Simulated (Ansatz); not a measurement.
# ClF2H3OSi2: basis-set convergence

The task here is to estimate one member of a computed series from the others.

Computed with Ansatz 0.2.0, Gaussian basis. Level: one geometry, several basis sets.

The runs, in order: PBE0-D4/def2-SVP; ωB97M-V/def2-SVP; PBE0-D4/def2-QZVPP; ωB97M-V/def2-QZVPP; the functionals' def2-TZVPP values are taken from earlier runs.

### Structure used throughout

All runs share one geometry, relaxed beforehand with PBE0-D4 in a triple-zeta def2 set.

SMILES `F[Si](F)(Cl)O[SiH3]`, 9 atoms, charge 0, spin multiplicity 1.

Atoms are counted from 1 here; the program's logs count them from 0.

Bond lengths: F1–Si2 1.574 Å, Si2–F3 1.574 Å, Si2–Cl4 2.011 Å, Si2–O5 1.587 Å, O5–Si6 1.645 Å, Si6–H7 1.480 Å, Si6–H8 1.482 Å, Si6–H9 1.482 Å. Angles: F1–Si2–F3 107.0°, F1–Si2–Cl4 108.9°, F1–Si2–O5 110.5°, F3–Si2–Cl4 108.9°, F3–Si2–O5 110.5°, Cl4–Si2–O5 110.9°, Si2–O5–Si6 158.2°, O5–Si6–H7 107.7°, O5–Si6–H8 109.1°, O5–Si6–H9 109.1°, H7–Si6–H8 110.4°, H7–Si6–H9 110.4°, H8–Si6–H9 110.2°.

The first run:

in.yaml

```yaml
crystal:
  periodic: [false, false, false]
  atoms:
    - {symbol: F, position_ang: [-2.046894, -1.352671, 0.128683]}
    - {symbol: Si, position_ang: [-0.915455, -0.877508, -0.857176]}
    - {symbol: F, position_ang: [-0.051962, -2.145258, -1.210917]}
    - {symbol: Cl, position_ang: [-1.768034, -0.179570, -2.539641]}
    - {symbol: O, position_ang: [-0.014567, 0.237135, -0.174854]}
    - {symbol: Si, position_ang: [1.002290, 0.917486, 0.924522]}
    - {symbol: H, position_ang: [1.264225, 2.309306, 0.493533]}
    - {symbol: H, position_ang: [2.264819, 0.141922, 0.961357]}
    - {symbol: H, position_ang: [0.354179, 0.902857, 2.257394]}
basis:
  gaussian: {orbitals: def2-SVP}
hamiltonian: {xc: pbe0, dispersion: d4}
output: {orbitals: {seedname: orbitals}}
```

Among the steps run: PBE0-D4 in def2-SVP; ωB97M-V in def2-SVP; PBE0-D4 in def2-QZVPP; ωB97M-V in def2-QZVPP.

One of the session's tables, all rows but one given; the rest of the session is left out.

It belongs to the step «Density functionals: the series». 

```
functional       basis  HOMO (eV)  LUMO (eV)
   PBE0-D4    def2-SVP      -9.47       0.16
   PBE0-D4  def2-TZVPP      -9.56      -0.31
   PBE0-D4  def2-QZVPP      -9.58      -0.47
   ωB97M-V    def2-SVP     -11.71       2.09
   ωB97M-V  def2-TZVPP          ?          ?
   ωB97M-V  def2-QZVPP     -11.87       1.02
```

Estimate the missing values for ωB97M-V, def2-TZVPP.

As computed: HOMO (eV): -11.84; LUMO (eV): 1.40. In the column «HOMO (eV)» it lies between ωB97M-V, def2-QZVPP (-11.87) and ωB97M-V, def2-SVP (-11.71).
